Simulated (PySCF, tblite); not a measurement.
**C₅H₁₁ClN₂Si₂: geometry, infrared bands and NMR shifts**

Wanted: the infrared bands and NMR shifts of C₅H₁₁ClN₂Si₂ (`CN1C[Si@@H](Cl)C[Si@@H]1CC#N`), by calculation.

Computed with tblite 0.8.0 and PySCF 2.14.0, with density-fitted response routines of our own, on a single molecule in the gas phase. Atoms are numbered from 0 throughout.

### 1 Starting geometry

21 atoms, charge 0, multiplicity 1; geometry from: force field or distance geometry start.

Bonds of the start (Å): C0–N1 1.45, N1–C2 1.45, C2–Si3 1.87, Si3–Cl4 2.08, Si3–C5 1.89, C5–Si6 1.84, Si6–C7 1.85, C7–C8 1.49, C8–N9 1.17, Si6–N1 1.81, C0–H10 1.11, C0–H11 1.11, C0–H12 1.12, C2–H13 1.11, C2–H14 1.11, Si3–H15 1.45, C5–H16 1.10, C5–H17 1.12, Si6–H18 1.47, C7–H19 1.11, C7–H20 1.09.

### 2 Optimising the geometry with GFN2-xTB

What the job is given:

```
{"job": {"kind": "relax", "xc": "GFN2-xTB", "basis": "xTB"}, "charge": 0, "multiplicity": 1}
C     -1.339600    -1.340600    -0.871200
N     -0.112000    -0.589200    -1.010400
C     -0.340800     0.820800    -1.243700
Si    -1.349400     1.463100     0.190700
Cl    -3.404900     1.239000    -0.075600
C     -0.693900     0.349100     1.572100
Si     0.585600    -0.614900     0.657100
C      2.245700     0.197100     0.555500
C      3.066500    -0.677500    -0.327300
N      3.715900    -1.373700    -1.005700
H     -1.909400    -1.436700    -1.815500
H     -1.057500    -2.357000    -0.519300
H     -1.979900    -0.884900    -0.077700
H      0.616200     1.376600    -1.234900
H     -0.827800     1.023200    -2.216600
H     -1.041000     2.864000     0.418000
H     -0.341500     0.927700     2.435700
H     -1.480900    -0.382400     1.900200
H      0.695600    -2.008200     1.103000
H      2.217600     1.176000     0.032800
H      2.726600     0.245800     1.532400
```

Command:

```bash
OMP_NUM_THREADS=1 python probes_run.py task.json out
```

One launch serves the whole session: the jobs run in the order shown.

**Question.** This job is followed by: GFN2-xTB harmonic vibrations, gas phase; GIAO PBE0/pcSseg-1 NMR shielding, non-relativistic, gas phase. Predict these results of the whole session: strongest single infrared mode (GFN2-xTB); zero-point energy (GFN2-xTB); 13C shifts against TMS (PBE0/pcSseg-1); 1H shifts against TMS (PBE0/pcSseg-1, means over atoms taken as alike); 15N shifts against NH3 (PBE0/pcSseg-1); 29Si shifts against TMS (PBE0/pcSseg-1); 35Cl shifts against HCl (PBE0/pcSseg-1); surface potential, 1st and 99th percentile.

**Answer**, as computed:

| quantity | value |
| --- | --- |
| strongest single infrared mode (GFN2-xTB) | 2398 cm⁻¹, 353 km/mol |
| zero-point energy (GFN2-xTB) | 95.7 kcal/mol |
| 13C shifts against TMS (PBE0/pcSseg-1) | 124.0, 49.2, 40.5, 3.5, 1.6 ppm |
| 1H shifts against TMS (PBE0/pcSseg-1, means over atoms taken as alike) | 5.48, 5.33, 2.98, 2.69, 2.45, 1.53, 1.47, 0.12, 0.11 ppm |
| 15N shifts against NH3 (PBE0/pcSseg-1) | 297.5, 36.0 ppm |
| 29Si shifts against TMS (PBE0/pcSseg-1) | 10.7, -9.4 ppm |
| 35Cl shifts against HCl (PBE0/pcSseg-1) | -6 ppm |
| surface potential, 1st and 99th percentile | -1.80 V and 1.40 V |

**Reading.** Over 232 steps the energy fell by 1.355 eV; of the close pairs, N1–Si6 changed most, 1.808 to 1.714 Å. No mode is imaginary among the 57: a minimum at this level. The strongest single mode, at 2398 cm⁻¹, moves mainly C8 and N9. GFN2-xTB is a fitted tight-binding method: band positions and strengths are rough. Its intensities can rank the bands wrongly. The most deshielded carbon is C8 (nitrile carbon), at 124.0 ppm: this is the usual window of a C≡N carbon, which has no attached hydrogen. At PBE0/pcSseg-1: The largest span, 498 ppm, is at N9, where the paramagnetic term is -370 ppm.
